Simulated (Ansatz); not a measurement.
Working through a relaxation of the ions of Li2H6Pt, space group Fm-3m

With Ansatz 0.2.0, Python API.

Interactive session:
```pycon
>>> from pathlib import Path
>>> import json
>>> import warnings
>>> import ansatz as az
>>> from ase import Atoms
>>> from ase.neighborlist import neighbor_list
>>> import numpy as np
>>> WIDTH_EV = 0.2
>>> KGRID = (4, 4, 4)
>>> SCF_TOL = 1e-09
>>> FUNCTIONAL = "pbesol"
>>> FMAX = 0.01
>>> warnings.simplefilter("ignore", az.DeckWarning)
>>> vectors = np.array([
...     [0.0, 3.324927, 3.324927],
...     [3.324927, 0.0, 3.324927],
...     [3.324927, 3.324927, 0.0],
... ])
>>> xtal = (
...     az.Lattice.of(vectors)
...     .atom("Li", (0.75, 0.75, 0.75))
...     .atom("Li", (0.25, 0.25, 0.25))
...     .atom("H", (0.754788, 0.754788, 0.245212))
...     .atom("H", (0.245212, 0.754788, 0.245212))
...     .atom("H", (0.754788, 0.245212, 0.245212))
...     .atom("H", (0.245212, 0.245212, 0.754788))
...     .atom("H", (0.754788, 0.245212, 0.754788))
...     .atom("H", (0.245212, 0.754788, 0.754788))
...     .atom("Pt", (0.0, 0.0, 0.0))
... )
>>> xtal.resolved().tree()["lattice"]
((0.0, 3.324927, 3.324927), (3.324927, 0.0, 3.324927), (3.324927, 3.324927, 0.0))
>>> calculation = xtal.calculation()
>>> calculation = calculation.occupations(az.OccupationsMethod.FERMI_DIRAC, width=WIDTH_EV)
>>> calculation = calculation.pseudopotentials("nc").kpoints(*KGRID)
>>> calculation = calculation.scf(tolerance=SCF_TOL).functional(FUNCTIONAL)
>>> calculation = calculation.relax(force_tolerance=FMAX, max_displacement=0.1, random_displacement=True, displacement_amplitude=0.05, displacement_seed=279)
>>> calculation = calculation.density().electron_localization_function()
>>> calculation = calculation.output_files(volumetric_format="npy")
>>> result = calculation.run(threads=1, backend="cpu", events_out="events.ndjson")
>>> with open("events.ndjson") as stream:
...     events = [json.loads(line) for line in stream]
...
>>> steps = [e["data"] for e in events if e["event"] == "relax_step"]
>>> rep = result.report
>>> rep["n_kpoints"], rep["n_symmetry_ops"], rep["n_pw"]
(36, 1, 6423)
>>> rep["n_electrons"]
30.0
>>> result.lattice.cell_ang
array([[0.      , 3.324927, 3.324927],
       [3.324927, 0.      , 3.324927],
       [3.324927, 3.324927, 0.      ]])
>>> print("step   energy (eV)     max comp. (eV/A)  SCF")
step   energy (eV)     max comp. (eV/A)  SCF
>>> for s in steps:
...     print(f"{s['step']:4d} {s['lagrangian_ev']:15.5f} {s['allowed_force_max_ev_ang']:12.4f} {s['n_scf']:5d}")
...
   1     -4039.40082       1.2669    10
   2     -4039.45727       0.2147     8
   3     -4039.46627       0.0156     8
   4     -4039.46643       0.0014     6
>>> first, last = steps[0], steps[-1]
>>> symbols = [site.symbol for site in result.lattice.sites]
>>> print(f"energy gained {first['lagrangian_ev'] - last['lagrangian_ev']:.4f} eV in {len(steps) - 1} steps")
energy gained 0.0656 eV in 3 steps
>>> print("atom   start x y z (A)              end x y z (A)")
atom   start x y z (A)              end x y z (A)
>>> for symbol, a, b in zip(symbols, first["positions_ang"], last["positions_ang"]):
...     print(f"{symbol:3s}", " ".join(f"{v:8.4f}" for v in a), "  ", " ".join(f"{v:8.4f}" for v in b))
...
Li    4.9398   5.0026   4.9856      4.9779   4.9678   4.9948
Li    1.6955   1.6286   1.6786      1.6528   1.6430   1.6698
H     3.3623   3.2939   5.0311      3.3264   3.3096   5.0171
H     3.2986   1.6350   3.3672      3.3139   1.6207   3.3365
H     1.6448   3.2794   3.3401      1.6305   3.3067   3.3436
H     3.2754   3.3186   1.6283      3.3040   3.3012   1.6476
H     3.3051   4.9875   3.2918      3.3165   4.9901   3.3282
H     5.0236   3.2790   3.3056      5.0000   3.3041   3.3211
Pt   -0.0326  -0.0009   0.0379     -0.0097  -0.0195   0.0074
>>> final = Atoms(symbols, positions=last["positions_ang"], cell=result.lattice.cell_ang, pbc=True)
>>> i, j, d = neighbor_list("ijd", final, 4.5)
>>> print("neighbours within 1.2 times the shortest distance of each atom (A)")
neighbours within 1.2 times the shortest distance of each atom (A)
>>> for atom in range(len(final)):
...     near = [m for m in np.argsort(d) if i[m] == atom]
...     shell = [m for m in near if d[m] < 1.2 * d[near[0]]]
...     print(f"{symbols[atom]}{atom} ({len(shell)}):", ", ".join(f"{symbols[j[m]]} {d[m]:.3f}" for m in shell))
...
Li0 (12): H 2.340, H 2.342, H 2.344, H 2.346, H 2.347, H 2.349, H 2.353, H 2.355, H 2.356, H 2.358, H 2.360, H 2.362
Li1 (12): H 2.340, H 2.342, H 2.344, H 2.346, H 2.347, H 2.349, H 2.353, H 2.355, H 2.356, H 2.358, H 2.360, H 2.362
H2 (1): Pt 1.640
H3 (1): Pt 1.640
H4 (1): Pt 1.640
H5 (1): Pt 1.640
H6 (1): Pt 1.640
H7 (1): Pt 1.640
Pt8 (6): H 1.640, H 1.640, H 1.640, H 1.640, H 1.640, H 1.640
>>> print("relaxed fractional positions")
relaxed fractional positions
>>> for site in result.lattice.sites:
...     print(f"  {site.symbol:2s}", " ".join(f"{v % 1:8.5f}" for v in np.round(site.position_frac, 5)))
...
  Li  0.74959  0.75263  0.74452
  Li  0.24962  0.25257  0.24451
  H   0.75195  0.75700  0.24345
  H   0.24712  0.75638  0.24031
  H   0.75488  0.25074  0.23963
  H   0.24733  0.24820  0.74552
  H   0.75217  0.24882  0.74865
  H   0.24441  0.75445  0.74934
  Pt  0.99964  0.00260  0.99448
>>> moved = np.linalg.norm(np.array(last["positions_ang"]) - np.array(first["positions_ang"]), axis=1)
>>> print("displacement by atom (A):", " ".join(f"{s}:{d:.3f}" for s, d in zip(symbols, moved)))
displacement by atom (A): Li:0.052 Li:0.046 H:0.042 H:0.037 H:0.031 H:0.039 H:0.038 H:0.038 Pt:0.042
>>> print("%-22s %14.5f eV" % ("F = E - TS", rep["free_energy_ev"]))
F = E - TS                -4039.46643 eV
>>> print("%-22s %14.5f eV" % ("E", rep["internal_energy_ev"]))
E                         -4039.46548 eV
>>> print("%-22s %14.5f eV" % ("Harris-Foulkes", rep["harris_foulkes_ev"]))
Harris-Foulkes            -4039.46643 eV
>>> print("%-22s %14.5f eV" % ("Fermi level", rep["fermi_energy_ev"]))
Fermi level                   4.99832 eV
>>> used = rep["setup"]
>>> print("cutoffs (eV):", used["ecut_ev"], used["ecutrho_ev"], " FFT grid:", used["fft_dense"])
cutoffs (eV): 1142.878222 4571.512888  FFT grid: [54, 54, 54]
>>> print("cell volume {:.3f} A^3, {} symmetry operations".format(used["cell_volume_ang3"], used["n_sym_ops"]))
cell volume 73.515 A^3, 1 symmetry operations
>>> # ELF is 0.5 in a uniform gas and nears 1 where pairs localise
>>> folder = Path(result.write_results("elf"))
>>> elf = np.load(folder / "elf.npy")
>>> peak = np.unravel_index(elf.argmax(), elf.shape)
>>> print(f"largest ELF {elf.max():.3f} at grid fractions", np.round(np.array(peak) / elf.shape, 3))
largest ELF 1.000 at grid fractions [0.741 0.759 0.741]
>>> for level in (0.2, 0.5, 0.7, 0.8, 0.9):
...     print(f"share of the cell with ELF over {level}: {np.mean(elf > level):.3f}")
...
share of the cell with ELF over 0.2: 0.601
share of the cell with ELF over 0.5: 0.272
share of the cell with ELF over 0.7: 0.174
share of the cell with ELF over 0.8: 0.128
share of the cell with ELF over 0.9: 0.088
```

Caveats:
- These settings explore the input space; cutoff and mesh may be short of convergence.
- The run is spin-unpolarised.
- The zero of the levels is a convention of the potentials, so an absolute Fermi energy is no work function.
- Energies along a relaxation are free energies. A last row that repeats the one before re-solves the same geometry more tightly.
- The first row is the displaced cell, and groups found at tight tolerances show what the force threshold leaves of the kick.
- The cell relaxed to the group I4/m; tensors and edges are in the axes of the typed cell.
- An opening on this mesh may only mean that it misses a point where bands touch.
- Spin-orbit coupling, which matters for elements this heavy, is left out.
- Grid values close to the nuclei reflect the PAW or pseudopotential construction, not the all-electron fields.
- This cell is a computed structure, which may not be the phase found in nature.
- It ran for 81 s on 1 thread of Arm Neoverse V1, on a shared host, peak memory 0.66 GiB.
